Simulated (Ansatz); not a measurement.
# ScSi2: one contact scaled

One table from this session's results is given with a row withheld; the runs are named, their logs left out.

Method: DFT PBE, with the methods named in each step, in Ansatz 0.2.0.

## The system as given

It takes space group P6/mmm (No. 191, hexagonal). The conventional cell has a = 3.660 Å, b = 3.660 Å, c = 3.870 Å, α = 90.00°, β = 90.00°, γ = 120.00°. Around Sc (site symmetry 6/mmm) lie 12 Si at 2.87 Å. Around Si (site symmetry -6m2) lie 3 Si at 2.11 Å and 6 Sc at 2.87 Å.

Coordinates:

```
CELL_PARAMETERS angstrom
3.66000 0.00000 0.00000
-1.83000 3.16965 0.00000
0.00000 0.00000 3.87000
ATOMIC_POSITIONS crystal
Sc 0.00000 0.00000 0.00000
Si 0.33333 0.66667 0.50000
Si 0.66667 0.33333 0.50000
```

Atoms are numbered in the order of the input: Sc1, Si2, Si3.

The first run:

Input file input.yaml:

```yaml
crystal:
  lattice:
    - [3.66, 0.0, 0.0]
    - [-1.83, 3.1696529779, 0.0]
    - [0.0, 0.0, 3.87]
  atoms:
    - { symbol: Sc, position: [0.0, 0.0, 0.0] }
    - { symbol: Si, position: [0.3333333333, 0.6666666667, 0.5] }
    - { symbol: Si, position: [0.6666666667, 0.3333333333, 0.5] }
kpoints:
  mp_grid: { grid: [10, 10, 8] }
scf:
  occupations: { method: fermi_dirac, width: 0.05 }
hamiltonian:
  xc: pbe
  pseudopotentials: { kind: all_electron, lapw: { basis_error: 0.001 } }
output:
  forces: true
  stress: true
  eigenvalues: true
  populations: true
```

Run with:

```sh
$ ansatz run input.yaml --threads 1 --pin off --max-ram 3072MiB --backend cpu --events-out ev --progress --plain --runs-dir out
```

Steps of the session up to this table: The bond as given, LAPW; Shortest bond scaled by 1, norm-conserving; Shortest bond scaled by 1.1, LAPW; Shortest bond scaled by 0.94, LAPW; Shortest bond scaled by 0.76, LAPW; Shortest bond scaled by 0.7, LAPW; Shortest bond scaled by 0.7, norm-conserving.

One table of the session follows, with a row left open; its other results are not shown here.

| method | length (Å) | F from the given length (eV/cell) | force along the bond (eV/Å) | pressure (GPa) | largest force (eV/Å) |
| --- | --- | --- | --- | --- | --- |
| LAPW | 1.479 | 10.167 | 45.393 | 81.31 | 45.393 |
| LAPW | 1.606 | ? | ? | ? | ? |
| LAPW | 1.986 | 0.229 | 3.808 | 26.81 | 3.808 |
| LAPW | 2.113 | 0.000 | 0.000 | 25.13 | 0.000 |
| LAPW | 2.324 | 0.466 | -3.999 | 28.74 | 3.999 |
| PAW | 1.479 | 10.181 | 45.538 | 81.70 | 45.538 |
| PAW | 1.606 | 5.527 | 28.808 | 59.32 | 28.808 |
| PAW | 1.986 | 0.229 | 3.811 | 26.91 | 3.811 |
| PAW | 2.113 | 0.000 | 0.000 | 25.23 | 0.000 |
| PAW | 2.324 | 0.467 | -4.003 | 28.85 | 4.003 |
| PAW (cutoff 600 eV) | 1.479 | – | 45.537 | 81.69 | 45.537 |
| norm-conserving | 1.479 | 10.052 | 44.559 | 79.65 | 44.559 |
| norm-conserving | 2.113 | 0.000 | 0.000 | 25.01 | 0.000 |

Q: Estimate the row for LAPW, 1.606 from the others.

**Answer.** F from the given length (eV/cell): 5.524; force along the bond (eV/Å): 28.772; pressure (GPa): 59.14; largest force (eV/Å): 28.772.

Caveats from the session: Rows by PAW come from runs of the same series that aren't printed here.
